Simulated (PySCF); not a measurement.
# C3H7FO2S: runs on many settings, part 2 of 2

PySCF 2.14.0. Atoms count from 0. Earlier steps stand in the parts before.

### Step 4. Ultraviolet spectrum: PBE0/def2-SVPD

The job: settings as JSON, then the geometry in Å.

```
{"job": {"kind": "uv", "xc": "PBE0", "basis": "def2-SVPD", "nstates": 3, "ntriplets": 5, "tda": true, "grid": 4}, "charge": 0, "multiplicity": 1}
C      1.725159     0.348051    -0.527088
S      0.716636    -0.814962     0.423944
O      0.353040    -1.923395    -0.414468
O      1.392302    -1.099588     1.658637
C     -0.824392     0.092772     0.835752
C     -1.689709     0.209949    -0.394246
F     -1.182842     1.172900    -1.236745
H      1.162242     0.676685    -1.390152
H      2.618416    -0.182107    -0.833816
H      1.980180     1.174738     0.122446
H     -0.539133     1.061842     1.234428
H     -1.313810    -0.498815     1.603448
H     -1.685001    -0.735025    -0.947054
H     -2.713765     0.516480    -0.157252
```

With the program's defaults for keys left out, this is: TDA PBE0/def2-SVPD, vertical, gas phase, core orbitals frozen in the response.

The log of the run:

```text
coarse grid: 12480 points
cycle   1  E = -765.7073748870  dE =  1.459e+00  |g| = 1.124e+00  |ddm| = 4.766e+00
cycle   2  E = -765.0532413256  dE =  6.541e-01  |g| = 2.169e+00  |ddm| = 3.416e+00
cycle   3  E = -765.9419397397  dE = -8.887e-01  |g| = 1.764e-01  |ddm| = 2.431e+00
cycle   4  E = -765.9481728446  dE = -6.233e-03  |g| = 7.593e-02  |ddm| = 3.010e-01
cycle   5  E = -765.9493506973  dE = -1.178e-03  |g| = 1.651e-02  |ddm| = 8.533e-02
cycle   6  E = -765.9493980643  dE = -4.737e-05  |g| = 4.128e-03  |ddm| = 1.812e-02
cycle   7  E = -765.9494010308  dE = -2.967e-06  |g| = 8.600e-04  |ddm| = 4.660e-03
final grid: 309832 points
cycle   8  E = -766.0472563692  dE = -2.832e-05  |g| = 1.136e-02  |ddm| = 7.747e-02
cycle   9  E = -766.0472202339  dE =  3.614e-05  |g| = 1.741e-02  |ddm| = 3.007e-02
cycle  10  E = -766.0472839496  dE = -6.372e-05  |g| = 2.231e-03  |ddm| = 1.845e-02
cycle  11  E = -766.0472849120  dE = -9.624e-07  |g| = 2.537e-04  |ddm| = 2.625e-03
cycle  12  E = -766.0472849220  dE = -9.965e-09  |g| = 1.259e-04  |ddm| = 3.962e-04
cycle  13  E = -766.0472849245  dE = -2.510e-09  |g| = 3.013e-05  |ddm| = 1.285e-04
cycle  14  E = -766.0472849247  dE = -1.662e-10  |g| = 1.267e-05  |ddm| = 4.858e-05
converged SCF energy = -766.0472849247

Static polarisability (au): isotropic 64.439, principal 59.027 63.823 70.468

Singlet excitations
state   eV       nm        f      main configurations
  1   7.7320    160.4   0.01818   H->L 0.86, H->L+1 0.09
  2   7.9472    156.0   0.03744   H->L+1 0.69, H->L 0.12
  3   8.1262    152.6   0.01459   H-1->L 0.90

Triplet excitations (Tamm-Dancoff, eV): 7.3090 7.5829 7.8696 7.9875 8.0359
```

Run time: 60 s. Hardware: 1 thread of Intel Xeon Platinum 8259CL at 2.50GHz, shared host; peak memory 0.87 GiB.

This run: HOMO -8.50 eV, LUMO 0.33 eV; lowest singlet 7.73 eV.

### Step 5. Shielding tensors: WP04/pcSseg-1 in dimethylsulfoxide

The job, as its differences from that of step 4:

```diff
@@ -1,2 +1,2 @@
-{"job": {"kind": "uv", "xc": "PBE0", "basis": "def2-SVPD", "nstates": 3, "ntriplets": 5, "tda": true, "grid": 4}, "charge": 0, "multiplicity": 1}
+{"job": {"kind": "nmr", "xc": "WP04", "basis": "pcSseg-1", "solvent": "dimethylsulfoxide", "pop": true, "scf": {"conv": 1e-07}}, "charge": 0, "multiplicity": 1}
 C      1.725159     0.348051    -0.527088
```

With the program's defaults for keys left out, this is: GIAO WP04/pcSseg-1 NMR shielding, non-relativistic, IEF-PCM dimethylsulfoxide.

The log of the run:

```text
final grid: 117000 points
cycle   1  E = -777.9184114382  dE =  1.473e+00  |g| = 1.648e+00  |ddm| = 3.511e+00
cycle   2  E = -776.6766205597  dE =  1.242e+00  |g| = 3.027e+00  |ddm| = 3.441e+00
cycle   3  E = -778.3317873676  dE = -1.655e+00  |g| = 3.665e-01  |ddm| = 2.759e+00
cycle   4  E = -778.3595145492  dE = -2.773e-02  |g| = 1.361e-01  |ddm| = 3.711e-01
cycle   5  E = -778.3630957611  dE = -3.581e-03  |g| = 3.523e-02  |ddm| = 9.720e-02
cycle   6  E = -778.3633008559  dE = -2.051e-04  |g| = 8.888e-03  |ddm| = 2.918e-02
cycle   7  E = -778.3633121247  dE = -1.127e-05  |g| = 2.885e-03  |ddm| = 5.980e-03
cycle   8  E = -778.3633136628  dE = -1.538e-06  |g| = 7.857e-04  |ddm| = 2.728e-03
cycle   9  E = -778.3633137405  dE = -7.767e-08  |g| = 4.416e-04  |ddm| = 7.469e-04
cycle  10  E = -778.3633137753  dE = -3.475e-08  |g| = 3.531e-05  |ddm| = 3.167e-04
converged SCF energy = -778.3633137753

GIAO shielding tensors (ppm)
atom      isotropic    diamagn.    paramagn.     s11        s22        s33       span
  0 C      123.405     256.555    -133.150     94.269    100.612    175.335     81.065
  1 S      162.207    1056.582    -894.376     15.830    164.323    306.467    290.637
  2 O      145.269     404.970    -259.701     90.966    136.871    207.971    117.005
  3 O      139.667     401.855    -262.188     93.220    125.042    200.740    107.520
  4 C      108.772     259.154    -150.383     82.287     98.649    145.379     63.091
  5 C       88.746     244.498    -155.753     53.913     66.980    145.345     91.433
  6 F      415.818     480.263     -64.445    376.938    409.503    461.013     84.076
  7 H       28.892      32.861      -3.969     25.224     29.229     32.222      6.999
  8 H       28.810      28.148       0.662     26.401     26.529     33.501      7.100
  9 H       29.035      31.141      -2.106     26.687     26.848     33.571      6.884
 10 H       28.281      32.723      -4.443     25.747     27.694     31.402      5.655
 11 H       28.826      30.600      -1.774     25.350     28.216     32.911      7.562
 12 H       26.620      30.557      -3.938     23.091     27.181     29.587      6.496
 13 H       26.677      27.233      -0.556     22.406     26.388     31.236      8.829
```

It took 29 s on 1 thread of Intel Xeon Platinum 8259CL at 2.50GHz, shared host; peak memory 0.93 GiB.

In short: σ C5 88.7, C4 108.8, C0 123.4, S1 162, H12 26.65, H10 28.55 ppm (means over like atoms).

### Step 6. Ultraviolet spectrum: PBE0/pcseg-1

The job, as its differences from that of step 5:

```diff
@@ -1,2 +1,2 @@
-{"job": {"kind": "nmr", "xc": "WP04", "basis": "pcSseg-1", "solvent": "dimethylsulfoxide", "pop": true, "scf": {"conv": 1e-07}}, "charge": 0, "multiplicity": 1}
+{"job": {"kind": "uv", "xc": "PBE0", "basis": "pcseg-1", "nstates": 12, "ntriplets": 5, "tda": true, "scf": {"guess": "vsap"}}, "charge": 0, "multiplicity": 1}
 C      1.725159     0.348051    -0.527088
```

Method: TDA PBE0/pcseg-1, vertical, gas phase, core orbitals frozen in the response.

The log of the run:

```text
final grid: 117000 points
cycle   1  E = -765.0300934105  dE =  8.289e-02  |g| = 2.210e+00  |ddm| = 4.900e+00
cycle   2  E = -764.5519377505  dE =  4.782e-01  |g| = 2.790e+00  |ddm| = 4.938e+00
cycle   3  E = -766.1975167525  dE = -1.646e+00  |g| = 8.060e-01  |ddm| = 2.578e+00
cycle   4  E = -766.3090760664  dE = -1.116e-01  |g| = 2.231e-01  |ddm| = 8.433e-01
cycle   5  E = -766.3173062273  dE = -8.230e-03  |g| = 8.185e-02  |ddm| = 2.227e-01
cycle   6  E = -766.3185543367  dE = -1.248e-03  |g| = 1.296e-02  |ddm| = 7.654e-02
cycle   7  E = -766.3185728950  dE = -1.856e-05  |g| = 8.362e-03  |ddm| = 1.736e-02
cycle   8  E = -766.3185862241  dE = -1.333e-05  |g| = 1.145e-03  |ddm| = 7.681e-03
cycle   9  E = -766.3185864553  dE = -2.312e-07  |g| = 3.643e-04  |ddm| = 1.325e-03
cycle  10  E = -766.3185864832  dE = -2.785e-08  |g| = 7.360e-05  |ddm| = 4.301e-04
cycle  11  E = -766.3185864844  dE = -1.238e-09  |g| = 1.921e-05  |ddm| = 9.087e-05
cycle  12  E = -766.3185864845  dE = -6.776e-11  |g| = 1.046e-05  |ddm| = 3.157e-05
converged SCF energy = -766.3185864845

Static polarisability (au): isotropic 55.343, principal 50.495 53.974 61.561

Singlet excitations
state   eV       nm        f      main configurations
  1   8.2580    150.1   0.01271   H->L+1 0.78, H->L 0.15
  2   8.3052    149.3   0.04654   H->L 0.80, H->L+1 0.12
  3   8.5422    145.1   0.00742   H-1->L+1 0.80, H-1->L 0.10
  4   8.6868    142.7   0.00609   H-1->L 0.81, H-1->L+1 0.12
  5   8.8843    139.6   0.17527   H->L+2 0.73, H-2->L+1 0.12
  6   8.9905    137.9   0.04794   H-2->L+1 0.70, H->L+2 0.14
  7   9.1084    136.1   0.01678   H-1->L+2 0.54, H->L+3 0.22
  8   9.1935    134.9   0.08664   H->L+3 0.35, H-1->L+2 0.20, H-2->L 0.19
  9   9.2206    134.5   0.00629   H-2->L 0.34, H->L+3 0.18, H->L+4 0.11
 10   9.3134    133.1   0.00128   H->L+4 0.49, H-2->L 0.27
 11   9.3814    132.2   0.00523   H-1->L+3 0.59, H-1->L+6 0.18
 12   9.4768    130.8   0.00287   H-3->L+1 0.52, H->L+6 0.14, H->L+5 0.10

Triplet excitations (Tamm-Dancoff, eV): 7.4833 8.0460 8.1260 8.2971 8.3685
```

Run time: 25 s. Hardware: 1 thread of Intel Xeon Platinum 8259CL at 2.50GHz, shared host.

Key values: HOMO -8.43 eV, LUMO 1.06 eV; lowest singlet 8.26 eV.

### Step 7. Side by side: NMR shifts

Isotropic shieldings (ppm) of some atoms, chosen among heavy atoms and hydrogens apart, means over like atoms, with basis size and wall time:

```tsv
run	C5	C4	C0	H12	H10	S1	O2	functions	time
PBE0/pcSseg-1	104.1	123.3	137.5	26.41	28.84	205	122.8	161	37 s
WP04/pcSseg-1 in dimethylsulfoxide	88.7	108.8	123.4	26.65	28.55	162	142.5	161	29 s
```

### Step 8. Results

What follows sums up all 2 parts.

```
                                                                  quantity                        value
                                    13C shifts against TMS (PBE0/pcSseg-1)         82.8, 63.7, 49.4 ppm
    1H shifts against TMS (PBE0/pcSseg-1, means over atoms taken as alike)         5.30, 2.87, 2.74 ppm
                                    33S shifts against CS2 (PBE0/pcSseg-1)                      299 ppm
   17O shifts against H2O (PBE0/pcSseg-1, means over atoms taken as alike)                    213.3 ppm
                                  19F shifts against CFCl3 (PBE0/pcSseg-1)                   -248.9 ppm
potential on the surface of density 0.002 e/bohr³, 1st and 99th percentile           -1.69 V and 1.52 V
                                           lowest singlet (PBE0/def2-SVPD)  7.73 eV (160 nm), f = 0.016
                                  brightest single state of those computed  state 5, 8.34 eV, f = 0.088
                                                            lowest triplet                      7.31 eV
                                              range of the shielding of S1               162 to 205 ppm
```

Single values in the summary come from the first sound run of each kind (PBE0/pcSseg-1; PBE0/def2-SVPD), which need not be the best level. The most deshielded hydrogen is H12, H13 (mean) (hydrogen on an sp3 CH2 bonded to F), at 5.30 ppm: its carbon carries F, hence the downfield position. At PBE0/pcSseg-1: The largest span, 333 ppm, is at S1, where the paramagnetic term is -847 ppm. The lowest singlet, at 7.73 eV, is HOMO→LUMO 0.85, HOMO→LUMO+1 0.10 and is weak; of the 6 states computed, the strongest absorption comes from state 5 at 8.34 eV. The lowest triplet lies 0.42 eV below the lowest singlet (triplets in Tamm-Dancoff, singlets in full TDDFT). In ppm, S1 moves most: its shielding spreads over 43 ppm, from 162 (WP04/pcSseg-1 in dimethylsulfoxide) to 205 (PBE0/pcSseg-1).
